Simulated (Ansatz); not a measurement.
# FGeH4NS2: the cost of one run

Method: RKS PBE-D4/def2-SVP, in Ansatz 0.2.0.

### 1 The starting structure

Bond lengths: N1–Ge2 1.837 Å, Ge2–F3 1.724 Å, Ge2–S4 2.176 Å, Ge2–S5 2.204 Å, N1–H6 1.069 Å, N1–H7 1.081 Å, S4–H8 1.404 Å, S5–H9 1.439 Å. Angles: N1–Ge2–F3 107.8°, N1–Ge2–S4 109.3°, N1–Ge2–S5 110.9°, F3–Ge2–S4 108.0°, F3–Ge2–S5 109.7°, S4–Ge2–S5 111.0°, Ge2–N1–H6 108.6°, Ge2–N1–H7 106.1°, H6–N1–H7 100.8°, Ge2–S4–H8 92.2°, Ge2–S5–H9 93.9°.

Structure file:

```xyz
9

N     0.5803    0.8775   -1.2812
Ge    0.1814   -0.3492    0.0272
F     1.6650   -0.8629    0.7400
S    -0.7657   -2.0852   -0.8806
S    -1.1151    0.5400    1.5717
H     0.9636    1.7597   -0.8155
H    -0.3682    1.2409   -1.6518
H    -0.8843   -2.7354    0.3582
H    -0.1687    1.5682    1.9149
```

### 2 End point A

input.yaml reads:

```yaml
crystal:
  periodic: [false, false, false]
  atoms:
    - { symbol: "N", position_ang: [0.5803, 0.8775, -1.2812] }
    - { symbol: Ge, position_ang: [0.1814, -0.3492, 0.0272] }
    - { symbol: F, position_ang: [1.665, -0.8629, 0.74] }
    - { symbol: S, position_ang: [-0.7657, -2.0852, -0.8806] }
    - { symbol: S, position_ang: [-1.1151, 0.54, 1.5717] }
    - { symbol: H, position_ang: [0.9636, 1.7597, -0.8155] }
    - { symbol: H, position_ang: [-0.3682, 1.2409, -1.6518] }
    - { symbol: H, position_ang: [-0.8843, -2.7354, 0.3582] }
    - { symbol: H, position_ang: [-0.1687, 1.5682, 1.9149] }
basis:
  gaussian: { orbitals: def2-SVP }
hamiltonian:
  xc: pbe
  dispersion: d4
relax:
  f_tol: 0.015
  max_steps: 40
```

Command:

```sh
ansatz run input.yaml --threads 2 --pin off --max-ram 3072MiB --backend cpu --events-out ev --progress --plain --runs-dir out
```

**Question.** How long does this run take on 2 threads of Intel Xeon Platinum 8223CL at 3.00GHz (Skylake/Cascade Lake), shared host, and how much memory does it need?

About 52 s, with a peak of 0.19 GiB.
